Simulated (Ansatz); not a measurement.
# NbPO4: one candidate of a structure search

Aim: relax a trial structure of NbPO4 and see where it ends.

Computed with Ansatz 0.2.0 (DFT PBE, scalar-relativistic, plane waves, PAW, unless a step's input says otherwise).

2 further runs of the same task are left out: 1 that didn't finish, 1 set aside as unsound or not needed.

## (1) The starting structure

Symmetry: F-43m, No. 216, cubic system. The conventional cell has a = 6.439 Å, b = 6.439 Å, c = 6.439 Å, α = 90.00°, β = 90.00°, γ = 90.00°. Around Nb (site symmetry -43m) lie 12 O at 2.67 Å and 4 P at 2.79 Å. Around P (site symmetry -43m) lie 12 O at 2.67 Å and 4 Nb at 2.79 Å. Around O (site symmetry 3m) lie 6 O at 2.27 to 2.28 Å and 3 P at 2.67 Å and 3 Nb at 2.67 Å.

Structure file:

```
Nb P O
1.0
     0.00000    3.21972    3.21972
     3.21972    0.00000    3.21972
     3.21972    3.21972    0.00000
Nb P O
1 1 4
Direct
  0.00000 0.00000 0.00000
  0.75000 0.75000 0.75000
  0.87400 0.37533 0.37533
  0.37533 0.37533 0.37533
  0.37533 0.87400 0.37533
  0.37533 0.37533 0.87400
```

The cell is invented: species swapped into a database cell of YInCu4 (F-43m, No. 216), with Nb on the Y sites, P on the In sites and O on the Cu sites. The dimensions are guesses.

## (2) A first look at the guess

input.yaml

```yaml
crystal:
  lattice:
    - [0.0, 3.21972296, 3.21972296]
    - [3.21972296, 0.0, 3.21972296]
    - [3.21972296, 3.21972296, 0.0]
  atoms:
    - { symbol: Nb, position: [0.0, 0.0, 0.0] }
    - { symbol: P, position: [0.75, 0.75, 0.75] }
    - { symbol: O, position: [0.87399516, 0.37533495, 0.37533495] }
    - { symbol: O, position: [0.37533495, 0.37533495, 0.37533495] }
    - { symbol: O, position: [0.37533495, 0.87399516, 0.37533495] }
    - { symbol: O, position: [0.37533495, 0.37533495, 0.87399516] }
basis:
  ecutwfc: 420
kpoints:
  mp_grid: { grid: [6, 6, 6] }
hamiltonian:
  xc: pbe
scf:
  occupations: { method: gaussian, width: 0.1 }
  lower_state_search: "off"
output:
  forces: true
  stress: true
  eigenvalues: true
```

The run is started by

```
$ ansatz run input.yaml --threads 1 --pin off --max-ram 2048MiB --backend cpu --events-out ev --progress --plain --runs-dir out
```

Further runs follow: rough relaxation on the coarse mesh; full relaxation.

What does the calculation give? Wanted: conventional cell; volume; energy over the elements; gap on the mesh; total moment.

As calculated:

```
                                                                       quantity                                                                      value
                                         symmetry at the end (tolerance 0.05 Å)                                                space group F-43m (No. 216)
                                                              conventional cell  a = 6.199 Å, b = 6.199 Å, c = 6.199 Å, α = 90.00°, β = 90.00°, γ = 90.00°
                                                                         volume                                                               9.93 Å³/atom
energy over the elements (uncorrected; H, N, O, F and Cl as molecules), black P                                                              +0.69 eV/atom
                                                                gap on the mesh                                                               none (metal)
                                                                   total moment                                                               2.25 μB/cell
```

What this shows: The space group F-43m (No. 216) is kept, and the volume per atom shrinks by 10.8 % from the first guess. The formation energy is positive, so the separate elements lie lower. No finished test with a distortion of lower symmetry is shown, so the end may be a saddle point. Other magnetic orders were not searched.
